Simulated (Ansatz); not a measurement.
**BeF+ (triplet): the correlation ladder at distance F1–Be2 = 5.261 Å, cc-pVTZ**

One table from this session's results is given with a row withheld; the runs are named, their logs left out.

The runs use Ansatz 0.2.0, Gaussian basis; cc-pVTZ, core rule «outside noble gas», up to 2 orbitals frozen.

Plan: UHF; CCSD(T) on ROHF; CCSD(T) on UHF; BCCD(T) on ROHF; CISD; CCSDT(Q) on ROHF; CCSDT(Q) on UHF; CASSCF and MRCISD+Q, 4 electrons in 4 orbitals; CASSCF and NEVPT2, 4 electrons in 4 orbitals.

21 further runs of the same task are left out: 12 for a known fault of the program, 8 that didn't finish, 1 set aside as unsound or not needed.

**The system**

The geometry derives from a PBE0/def2-TZVP stationary point (not a proven minimum). One bond is set to the value named and the two fragments are kept rigid.

2 atoms, charge 1, spin multiplicity 3.

Atoms are counted from 1 here; the program's logs count them from 0.

No contacts short enough for the rule that draws bonds.

The first run:

in.yaml

```yaml
crystal:
  periodic: [false, false, false]
  atoms:
    - {symbol: F, position_ang: [0.000000, 0.000000, 0.000000]}
    - {symbol: Be, position_ang: [0.000000, 0.000000, 5.261000]}
basis:
  gaussian: {orbitals: cc-pVTZ}
total_charge: 1
magnetization: {spin_polarized: true, initial_magnetization: 2}
hamiltonian: {xc: hf}
output: {orbitals: {seedname: orbitals}}
```

Started as:

```console
ansatz run in.yaml --threads 1 --pin off --events-out ev --progress --plain --max-ram 2393MiB
```

Among the steps run: UHF; CCSD(T) on ROHF; CCSD(T) on UHF; BCCD(T) on ROHF; CISD; CCSDT(Q) on ROHF; CCSDT(Q) on UHF; CASSCF and MRCISD+Q, 4 electrons in 4 orbitals; CASSCF and NEVPT2, 4 electrons in 4 orbitals.

One of the session's tables, all rows but one given; the rest of the session is left out.

It belongs to the step «Misses and costs». 

```
       method  from UCCSDT(Q) (meV)
         ROHF               +5980.2
          UHF               +5854.1
         RMP2                +407.3
         UMP2                +414.9
         CISD                +232.6
        RCCSD                +108.2
        UCCSD                +104.6
     RCCSD(T)                  +9.2
     UCCSD(T)                  +6.7
      BCCD(T)                  +9.2
       RCCSDT                  +4.4
       UCCSDT                  +1.8
    RCCSDT(Q)                  +2.7
    UCCSDT(Q)                     0
  CASSCF pair               +5624.8
  NEVPT2 pair                     ?
  MRCISD pair                +209.5
MRCISD+Q pair                 +32.5
```

**Question.** Estimate the row for NEVPT2 pair.

The run gave: from UCCSDT(Q) (meV): +384.6. In the column «from UCCSDT(Q) (meV)» it lies between CISD (+232.6) and RMP2 (+407.3).

Limits of these values: Restricted and unrestricted rows rest on different reference determinants; where their highest levels disagree by more than a few hundredths of an eV, they describe different states and don't form one ladder.
